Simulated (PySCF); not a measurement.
# C6H16N2Si: NMR shifts in solvents

Aim: compute the NMR shifts of C6H16N2Si (`CN[SiH2]N1CCC[C@H]1C`), and see what a dielectric continuum does where one was used.

Programs: PySCF 2.14.0, with density-fitted response routines of our own. Each step states its level of theory. These are calculated values for one molecule, in the gas phase or a continuum, unless marked as measured. Atoms count from 0, in the outputs and in this text.

**1. The starting structure**

25 atoms, charge 0, multiplicity 1; geometry from: GFN2-xTB.

Bonds of the start (Å): C0–N1 1.44, N1–Si2 1.72, Si2–N3 1.71, N3–C4 1.44, C4–C5 1.53, C5–C6 1.53, C6–C7 1.55, C7–C8 1.53, C7–N3 1.45, C0–H9 1.09, C0–H10 1.09, C0–H11 1.10, N1–H12 1.01, Si2–H13 1.47, Si2–H14 1.47, C4–H15 1.09, C4–H16 1.10, C5–H17 1.09, C5–H18 1.09, C6–H19 1.09, C6–H20 1.09, C7–H21 1.10, C8–H22 1.09, C8–H23 1.09, C8–H24 1.09.

**2. Geometry optimisation at PBE0-D3(BJ)/def2-SVP**

Job settings and geometry (Å):

```
{"job": {"xc": "PBE0", "basis": "def2-SVP", "d3": "d3bj", "grid": 1, "kind": "geom"}, "charge": 0, "multiplicity": 1}
C      3.884331     0.266972     0.059354
N      2.467974     0.521964     0.098393
Si     1.327410    -0.745679     0.317651
N     -0.198603     0.012464     0.194815
C     -0.555215     1.039697    -0.752966
C     -1.772508     1.690580    -0.101309
C     -2.508573     0.486456     0.493572
C     -1.419703    -0.593821     0.679696
C     -1.772835    -1.877928    -0.073033
H      4.056064    -0.655630    -0.489573
H      4.401844     1.080845    -0.453465
H      4.323567     0.153087     1.057801
H      2.266647     1.401874     0.550246
H      1.312960    -1.420117     1.627229
H      1.676847    -1.727874    -0.724423
H      0.278109     1.723306    -0.903649
H     -0.832289     0.612766    -1.728439
H     -2.383424     2.248811    -0.808402
H     -1.445119     2.365026     0.690482
H     -3.270283     0.128364    -0.199361
H     -2.996882     0.733446     1.434424
H     -1.283172    -0.843975     1.737685
H     -2.724999    -2.273047     0.273834
H     -1.842271    -1.677864    -1.139773
H     -1.000811    -2.625579     0.087075
```

Run with:

```sh
OMP_NUM_THREADS=1 python probes_run.py task.json out
```

The driver reads the jobs from task.json and runs them one after another.

What it wrote:

```text
step   0  E = -636.43987935  max force = 0.010383
step   1  E = -636.44510744  max force = 0.004570
step   2  E = -636.44559411  max force = 0.002023
step   3  E = -636.44612688  max force = 0.003094
step   4  E = -636.44635736  max force = 0.004294
step   5  E = -636.44652839  max force = 0.002287
step   6  E = -636.44663726  max force = 0.001366
step   7  E = -636.44670601  max force = 0.000991
step   8  E = -636.44681661  max force = 0.001775
step   9  E = -636.44691789  max force = 0.001394
step  10  E = -636.44697414  max force = 0.001035
step  11  E = -636.44699787  max force = 0.000535
step  12  E = -636.44700612  max force = 0.000417
optimisation converged
```

Wall time 6 min (1 thread of Arm Neoverse V1, shared host); peak memory 0.96 GiB.

Step by step:

```tsv
step	energy from step 0 (eV)	largest force component (eV/Å)
0	0.0000	0.5339
1	-0.1423	0.2350
2	-0.1555	0.1040
3	-0.1700	0.1591
4	-0.1763	0.2208
5	-0.1809	0.1176
6	-0.1839	0.0702
7	-0.1858	0.0510
8	-0.1888	0.0913
9	-0.1915	0.0717
10	-0.1931	0.0532
11	-0.1937	0.0275
12	-0.1939	0.0214
```

Distances of close pairs at the start and the end, largest changes first:

```tsv
bond	before (Å)	after (Å)	change (Å)
Si2–H13	1.473	1.502	+0.029
Si2–H14	1.474	1.500	+0.026
Si2–N3	1.708	1.728	+0.020
N3–C7	1.447	1.466	+0.019
C8–H22	1.088	1.102	+0.015
C8–H24	1.087	1.101	+0.014
C8–H23	1.088	1.102	+0.014
C0–H9	1.087	1.101	+0.014
```

The final coordinates are the input of the step that follows.

```tsv
at the end point	value
point group (found at 0.08 Å tolerance)	C1
rotational constants (GHz, main isotopes)	2.492, 0.805, 0.658
dipole moment (D)	1.40
```

**3. Shielding tensors: PBE0/pcSseg-1 in acetone**

Job settings and geometry (Å):

```
{"job": {"kind": "nmr", "xc": "PBE0", "basis": "pcSseg-1", "solvent": "acetone", "pop": true}, "charge": 0, "multiplicity": 1}
C      3.908648     0.539556    -0.074742
N      2.542227     0.477930     0.377823
Si     1.433119    -0.831098     0.165937
N     -0.142976    -0.196904    -0.149501
C     -0.411148     0.948467    -0.999169
C     -1.562066     1.645183    -0.284270
C     -2.398561     0.459962     0.186846
C     -1.372217    -0.646438     0.509940
C     -1.832960    -2.024457     0.054518
H      4.082009    -0.240200    -0.832470
H      4.143983     1.507760    -0.551679
H      4.651340     0.376772     0.729443
H      2.290948     1.205396     1.038508
H      1.214616    -1.731021     1.348320
H      2.066867    -1.645287    -0.923395
H      0.489783     1.573054    -1.101957
H     -0.724416     0.652564    -2.022312
H     -2.118871     2.344436    -0.926057
H     -1.172468     2.210748     0.578259
H     -3.057806     0.121674    -0.630214
H     -3.042957     0.691509     1.047611
H     -1.204224    -0.689341     1.603130
H     -2.787356    -2.300155     0.531984
H     -1.973655    -2.042206    -1.037908
H     -1.092417    -2.795944     0.315986
```

With the program's defaults for keys left out, this is: GIAO PBE0/pcSseg-1 NMR shielding, non-relativistic, IEF-PCM acetone.

What it wrote:

```text
coarse grid: 20184 points
cycle   1  E = -636.5978208161  dE =  8.503e-01  |g| = 5.147e-01  |ddm| = 4.339e+00
cycle   2  E = -636.5664229811  dE =  3.140e-02  |g| = 6.479e-01  |ddm| = 1.115e+00
cycle   3  E = -636.6622214991  dE = -9.580e-02  |g| = 7.135e-02  |ddm| = 6.679e-01
cycle   4  E = -636.6630665456  dE = -8.450e-04  |g| = 3.108e-02  |ddm| = 7.661e-02
cycle   5  E = -636.6632741812  dE = -2.076e-04  |g| = 7.191e-03  |ddm| = 2.925e-02
cycle   6  E = -636.6632832207  dE = -9.039e-06  |g| = 3.002e-03  |ddm| = 8.311e-03
final grid: 187112 points
cycle   7  E = -636.7129636635  dE = -4.459e-05  |g| = 1.105e-02  |ddm| = 3.644e-02
cycle   8  E = -636.7129441155  dE =  1.955e-05  |g| = 1.462e-02  |ddm| = 2.124e-02
cycle   9  E = -636.7129928541  dE = -4.874e-05  |g| = 1.032e-03  |ddm| = 1.186e-02
cycle  10  E = -636.7129930718  dE = -2.177e-07  |g| = 2.921e-04  |ddm| = 1.012e-03
cycle  11  E = -636.7129930892  dE = -1.740e-08  |g| = 7.994e-05  |ddm| = 3.023e-04
cycle  12  E = -636.7129930904  dE = -1.173e-09  |g| = 3.219e-05  |ddm| = 1.008e-04
cycle  13  E = -636.7129930906  dE = -2.185e-10  |g| = 6.277e-06  |ddm| = 3.516e-05
converged SCF energy = -636.7129930906

GIAO shielding tensors (ppm)
atom      isotropic    diamagn.    paramagn.     s11        s22        s33       span
  0 C      153.935     236.507     -82.572    129.162    146.042    186.600     57.437
  1 N      244.302     329.223     -84.920    205.357    240.037    287.513     82.155
  2 Si     384.607     883.822    -499.214    345.399    377.523    430.900     85.501
  3 N      201.543     331.103    -129.560    144.549    217.416    242.664     98.116
  4 C      137.780     244.700    -106.921    109.664    138.996    164.680     55.016
  5 C      152.828     250.333     -97.505    130.781    157.746    169.957     39.176
  6 C      146.622     252.938    -106.316    119.506    151.556    168.803     49.297
  7 C      127.719     240.099    -112.381     97.352    125.336    160.468     63.116
  8 C      157.262     247.324     -90.062    139.873    148.717    183.194     43.321
  9 H       28.655      26.968       1.687     24.642     27.130     34.193      9.550
 10 H       28.475      26.074       2.401     22.932     26.609     35.882     12.950
 11 H       28.561      24.327       4.234     22.857     26.295     36.531     13.673
 12 H       31.329      36.260      -4.931     21.739     31.626     40.621     18.883
 13 H       26.292      32.479      -6.188     21.895     26.354     30.625      8.730
 14 H       26.536      32.147      -5.611     22.885     25.584     31.138      8.253
 15 H       28.002      32.501      -4.499     22.274     28.577     33.156     10.882
 16 H       28.487      31.414      -2.927     23.572     26.159     35.729     12.157
 17 H       29.595      29.788      -0.193     24.883     26.614     37.286     12.403
 18 H       29.878      32.056      -2.178     25.249     27.847     36.539     11.290
 19 H       30.098      31.832      -1.734     25.111     29.426     35.758     10.646
 20 H       29.184      30.523      -1.340     25.045     26.825     35.681     10.635
 21 H       27.860      32.403      -4.543     23.962     26.625     32.993      9.030
 22 H       30.179      28.485       1.694     25.417     27.700     37.419     12.002
 23 H       30.387      30.627      -0.241     27.007     28.895     35.258      8.251
 24 H       30.134      30.478      -0.344     25.299     29.008     36.095     10.796
```

Wall time 61 s (1 thread of Arm Neoverse V1, shared host); peak memory 1.2 GiB.

The references, computed at this level on geometries of the same kind, shield at (ppm): 1H TMS 31.24, 13C TMS 185.4, 29Si TMS 351.8, 15N NH3 268.4. Their shielding less the atom's gives the shift. The references are single molecules in the same continuum, so shifts against H2O, NH3, PH3, H3PO4 or CFCl3 are not on the usual liquid scales and can be off by tens of ppm. Atoms listed in one row are averaged.

```tsv
atoms	environment	σ (ppm)	δ (ppm)
C7	sp3 CH bonded to N	127.7	57.7
C4	sp3 CH2 bonded to N	137.8	47.7
C6	sp3 CH2 in a ring	146.6	38.8
C5	sp3 CH2 in a ring	152.8	32.6
C0	methyl carbon bonded to N	153.9	31.5
C8	methyl carbon	157.3	28.2
H13	hydrogen on a silicon bonded to 2 N	26.29	4.95
H14	hydrogen on a silicon bonded to 2 N	26.54	4.70
H21	hydrogen on an sp3 CH bonded to N	27.86	3.38
H15	hydrogen on an sp3 CH2 bonded to N	28.00	3.24
H16	hydrogen on an sp3 CH2 bonded to N	28.49	2.75
H9, H10, H11	hydrogen on a methyl carbon bonded to N	28.56	2.68
H20	hydrogen on an sp3 CH2 in a ring	29.18	2.06
H17	hydrogen on an sp3 CH2 in a ring	29.59	1.65
H18	hydrogen on an sp3 CH2 in a ring	29.88	1.36
H19	hydrogen on an sp3 CH2 in a ring	30.10	1.14
H22, H23, H24	hydrogen on a methyl carbon	30.23	1.01
H12	hydrogen on a nitrogen bonded to C, Si	31.33	-0.09
N3	nitrogen bonded to 2 C, Si, in a 5-membered ring	201.5	66.9
N1	nitrogen bonded to C, Si, H	244.3	24.1
Si2	silicon bonded to 2 N, 2 H	384.6	-32.8
```

The run also stored atomic charges by several schemes (e):

```tsv
atoms	Mulliken	IAO	Hirshfeld	ESP fit
C0	-0.10	-0.29	-0.07	-0.10
N1	-0.72	-0.68	-0.24	-0.43
Si2	0.91	0.97	0.37	0.41
N3	-0.83	-0.53	-0.18	-0.42
C4	0.04	-0.14	-0.03	0.06
C5	-0.23	-0.26	-0.07	-0.10
C6	-0.24	-0.26	-0.07	-0.22
C7	-0.03	0.01	0.02	0.49
C8	-0.22	-0.42	-0.13	-0.66
```

Mayer bond orders: C0–N1 0.97, N1–Si2 1.00, Si2–N3 0.98, N3–C4 0.93, C4–C5 1.02, C5–C6 1.06, C6–C7 0.99, C7–C8 1.04, C7–N3 0.88.

Ring of atoms N3, C4, C5, C6, C7: NICS(0) -7.2, NICS(1) -3.7, NICS(1)zz -4.3 ppm (means of both faces).

**4. Nuclear shieldings: PBE0/pcSseg-1 in dichloromethane**

Settings changed since step 3:

```diff
@@ -1,2 +1,2 @@
-{"job": {"kind": "nmr", "xc": "PBE0", "basis": "pcSseg-1", "solvent": "acetone", "pop": true}, "charge": 0, "multiplicity": 1}
+{"job": {"kind": "nmr", "xc": "PBE0", "basis": "pcSseg-1", "solvent": "dichloromethane", "pop": false}, "charge": 0, "multiplicity": 1}
 C      3.908648     0.539556    -0.074742
```

With the program's defaults for keys left out, this is: GIAO PBE0/pcSseg-1 NMR shielding, non-relativistic, IEF-PCM dichloromethane.

What it wrote:

```text
coarse grid: 20184 points
cycle   1  E = -636.5972384285  dE =  8.508e-01  |g| = 5.155e-01  |ddm| = 4.339e+00
cycle   2  E = -636.5651610184  dE =  3.208e-02  |g| = 6.506e-01  |ddm| = 1.120e+00
cycle   3  E = -636.6618339381  dE = -9.667e-02  |g| = 7.199e-02  |ddm| = 6.745e-01
cycle   4  E = -636.6626967244  dE = -8.628e-04  |g| = 3.126e-02  |ddm| = 7.766e-02
cycle   5  E = -636.6629065440  dE = -2.098e-04  |g| = 7.340e-03  |ddm| = 2.969e-02
cycle   6  E = -636.6629159636  dE = -9.420e-06  |g| = 3.061e-03  |ddm| = 8.469e-03
final grid: 187112 points
cycle   7  E = -636.7125998585  dE = -4.440e-05  |g| = 1.110e-02  |ddm| = 3.644e-02
cycle   8  E = -636.7125797800  dE =  2.008e-05  |g| = 1.474e-02  |ddm| = 2.137e-02
cycle   9  E = -636.7126292172  dE = -4.944e-05  |g| = 1.031e-03  |ddm| = 1.198e-02
cycle  10  E = -636.7126294344  dE = -2.172e-07  |g| = 2.934e-04  |ddm| = 1.012e-03
cycle  11  E = -636.7126294520  dE = -1.756e-08  |g| = 8.008e-05  |ddm| = 3.042e-04
cycle  12  E = -636.7126294531  dE = -1.178e-09  |g| = 3.227e-05  |ddm| = 1.007e-04
cycle  13  E = -636.7126294534  dE = -2.185e-10  |g| = 6.335e-06  |ddm| = 3.520e-05
converged SCF energy = -636.7126294534

GIAO shielding tensors (ppm)
atom      isotropic    diamagn.    paramagn.     s11        s22        s33       span
  0 C      153.881     236.471     -82.590    129.092    146.005    186.546     57.454
  1 N      244.150     329.196     -85.046    205.204    239.697    287.550     82.346
  2 Si     384.517     883.816    -499.299    345.480    377.439    430.633     85.152
  3 N      201.518     331.087    -129.569    144.579    217.396    242.579     98.001
  4 C      137.760     244.670    -106.910    109.659    138.958    164.662     55.002
  5 C      152.778     250.314     -97.536    130.775    157.663    169.896     39.121
  6 C      146.568     252.923    -106.355    119.473    151.504    168.728     49.256
  7 C      127.701     240.086    -112.386     97.383    125.297    160.422     63.038
  8 C      157.213     247.261     -90.048    139.840    148.690    183.109     43.269
  9 H       28.652      26.970       1.683     24.644     27.127     34.187      9.543
 10 H       28.482      26.087       2.394     22.939     26.620     35.886     12.947
 11 H       28.566      24.336       4.230     22.864     26.304     36.532     13.668
 12 H       31.388      36.304      -4.916     21.800     31.720     40.646     18.846
 13 H       26.284      32.456      -6.172     21.888     26.346     30.618      8.730
 14 H       26.527      32.125      -5.598     22.875     25.577     31.130      8.255
 15 H       27.998      32.494      -4.496     22.270     28.572     33.152     10.882
 16 H       28.486      31.411      -2.925     23.575     26.157     35.726     12.151
 17 H       29.604      29.802      -0.198     24.898     26.628     37.287     12.389
 18 H       29.888      32.064      -2.176     25.263     27.860     36.543     11.281
 19 H       30.107      31.840      -1.733     25.121     29.437     35.762     10.640
 20 H       29.194      30.538      -1.344     25.062     26.840     35.682     10.620
 21 H       27.864      32.406      -4.542     23.965     26.632     32.994      9.028
 22 H       30.191      28.491       1.700     25.434     27.715     37.424     11.990
 23 H       30.383      30.614      -0.232     27.003     28.890     35.255      8.252
 24 H       30.127      30.461      -0.334     25.292     29.002     36.087     10.796
```

It took 58 s on 1 thread of Arm Neoverse V1, shared host; peak memory 1.3 GiB.

Key values: δ C7 57.6, C4 47.6, C6 38.8, C5 32.5, H13 4.96, H14 4.72 ppm.

**5. Comparing the runs: NMR shifts**

Shifts (ppm) of some atoms, chosen among heavy atoms and hydrogens apart, with basis size and wall time:

```tsv
run	C7	C4	H14	H12	N3	N1	Si2	functions	time
PBE0/pcSseg-1 in acetone	57.7	47.7	4.70	-0.09	66.9	24.1	-32.8	240	61 s
PBE0/pcSseg-1 in dichloromethane	57.6	47.6	4.72	-0.15	66.7	24.0	-32.7	240	58 s
```

The continuum's effect on the ground state:

```tsv
solvent	ε	polarisation energy (Eh)	μ (D)
dichloromethane	8.93	-0.0032	1.78
acetone	20.49	-0.0037	1.83
```

**6. Summary of results**

| quantity | value |
| --- | --- |
| point group | C1 |
| rotational constants (main isotopes) | 2.49, 0.80, 0.66 GHz |
| 13C shifts against TMS (PBE0/pcSseg-1, acetone) | 57.7, 47.7, 38.8, 32.6, 31.5, 28.2 ppm |
| 1H shifts against TMS (PBE0/pcSseg-1, acetone, means over atoms taken as alike) | 4.95, 4.70, 3.38, 3.24, 2.75, 2.68, 2.06, 1.65, 1.36, 1.14, 1.01, -0.09 ppm |
| 15N shifts against NH3 (PBE0/pcSseg-1, acetone) | 66.9, 24.1 ppm |
| 29Si shifts against TMS (PBE0/pcSseg-1, acetone) | -32.8 ppm |
| range of the shift of N3 | 66.7 to 66.9 ppm |

**Reading.** The optimisation took 12 steps and gained 0.194 eV; among the close pairs (by a distance rule), Si2–H13 changed most, from 1.473 to 1.502 Å. C7 (sp3 CH bonded to N) lies farthest downfield among carbon, at 57.7 ppm; deshielded by the electronegative neighbour. At PBE0/pcSseg-1: The widest tensor belongs to N3: span 98 ppm, with a paramagnetic part of -130 ppm. Across the 2 runs the shift of N3 moves most, between 66.7 (PBE0/pcSseg-1 in dichloromethane) and 66.9 ppm (PBE0/pcSseg-1 in acetone). Most of that comes from the computed reference, not from the atom's own shielding. The continuum holds electrostatics alone: no hydrogen bonds to the solvent, and the gas-phase geometry is kept.
